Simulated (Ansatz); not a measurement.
**GeC2N4: the cell at several levels of theory**

Cell and atoms of GeC2N4 (beta-nitride host) are relaxed in turn with PBE and r2SCAN. This is a trial cell built on a prototype, not taken from a measured structure, and it needn't be the compound's ground state.

Code: Ansatz 0.2.0. PAW datasets, plane waves, zero pressure. No spin polarisation. The prototype was imposed, so other structures may be more stable.

## Step 1: Starting point

It is monoclinic, Pm (No. 6); a = 7.183 Å, b = 2.744 Å, c = 7.183 Å, β = 120.0° in the conventional setting, 8.76 Å³ an atom. Around Ge lie 4 N at 1.63–1.64 Å; around C lie 4 N at 1.63–1.64 Å.

As a file:

Space group Pm (No. 6). a = 7.183 Å, b = 2.744 Å, c = 7.183 Å, α = 90.00°, β = 120.00°, γ = 90.00°
```json
{"atom": "Ge", "site": "1b", "symmetry": "m", "x": "0.5939", "y": "0.5000", "z": "0.8249"}
{"atom": "C", "site": "1a", "symmetry": "m", "x": "0.8249", "y": "0.0000", "z": "0.2311"}
{"atom": "C", "site": "1a", "symmetry": "m", "x": "0.7689", "y": "0.0000", "z": "0.5939"}
{"atom": "Ge", "site": "1b", "symmetry": "m", "x": "0.2311", "y": "0.5000", "z": "0.4061"}
{"atom": "C", "site": "1b", "symmetry": "m", "x": "0.1751", "y": "0.5000", "z": "0.7689"}
{"atom": "C", "site": "1a", "symmetry": "m", "x": "0.4061", "y": "0.0000", "z": "0.1751"}
{"atom": "N", "site": "1b", "symmetry": "m", "x": "0.3333", "y": "0.5000", "z": "0.6667"}
{"atom": "N", "site": "1a", "symmetry": "m", "x": "0.6667", "y": "0.0000", "z": "0.3333"}
{"atom": "N", "site": "1b", "symmetry": "m", "x": "0.7007", "y": "0.5000", "z": "0.6699"}
{"atom": "N", "site": "1a", "symmetry": "m", "x": "0.6699", "y": "0.0000", "z": "0.9692"}
{"atom": "N", "site": "1a", "symmetry": "m", "x": "0.0308", "y": "0.0000", "z": "0.7007"}
{"atom": "N", "site": "1b", "symmetry": "m", "x": "0.9692", "y": "0.5000", "z": "0.2993"}
{"atom": "N", "site": "1a", "symmetry": "m", "x": "0.2993", "y": "0.0000", "z": "0.3301"}
{"atom": "N", "site": "1b", "symmetry": "m", "x": "0.3301", "y": "0.5000", "z": "0.0308"}
```

## Step 2: Relaxing with PBE

File input.yaml:

```yaml
crystal:
  lattice:
    - [7.18283788, 0.0, 0.0]
    - [0.0, 2.74409259, 0.0]
    - [-3.59141894, 0.0, 6.22052008]
  atoms:
    - { symbol: Ge, position: [0.59386372, 0.5, 0.82494615] }
    - { symbol: C, position: [0.82494615, 0.0, 0.23108243] }
    - { symbol: C, position: [0.76891757, 0.0, 0.59386372] }
    - { symbol: Ge, position: [0.23108243, 0.5, 0.40613628] }
    - { symbol: C, position: [0.17505385, 0.5, 0.76891757] }
    - { symbol: C, position: [0.40613628, 0.0, 0.17505385] }
    - { symbol: "N", position: [0.33333334, 0.5, 0.66666667] }
    - { symbol: "N", position: [0.66666666, 0.0, 0.33333333] }
    - { symbol: "N", position: [0.70065891, 0.5, 0.6698534] }
    - { symbol: "N", position: [0.6698534, 0.0, 0.96919449] }
    - { symbol: "N", position: [0.03080551, 0.0, 0.70065891] }
    - { symbol: "N", position: [0.96919449, 0.5, 0.29934109] }
    - { symbol: "N", position: [0.29934109, 0.0, 0.3301466] }
    - { symbol: "N", position: [0.3301466, 0.5, 0.03080551] }
kpoints:
  mp_grid: { grid: [4, 8, 4] }
hamiltonian:
  xc: pbe
scf:
  occupations: { method: fermi_dirac, width: 0.02 }
relax:
  f_tol: 0.005
  cell: {}
```

Further steps of the session: Relaxing with r2SCAN.

What does the calculation give? Wanted: for each run, a; b; c; β; volume; space group; SCF geometries.

The runs gave:

```
 level  a (Å)  b (Å)  c (Å)    β (°)  volume (Å³/atom)  space group  SCF geometries
   PBE  6.901  2.663  6.934  117.402             8.079           Pm              21
r2SCAN  6.875  2.645  6.894  117.661             7.933           Pm              12
```

In words: From the start to the first minimum the volume moved by -7.8 %. The volume runs from r2SCAN (least) to PBE (most), a spread of 1.8 %, or 0.6 % in length if all axes shared it alike.
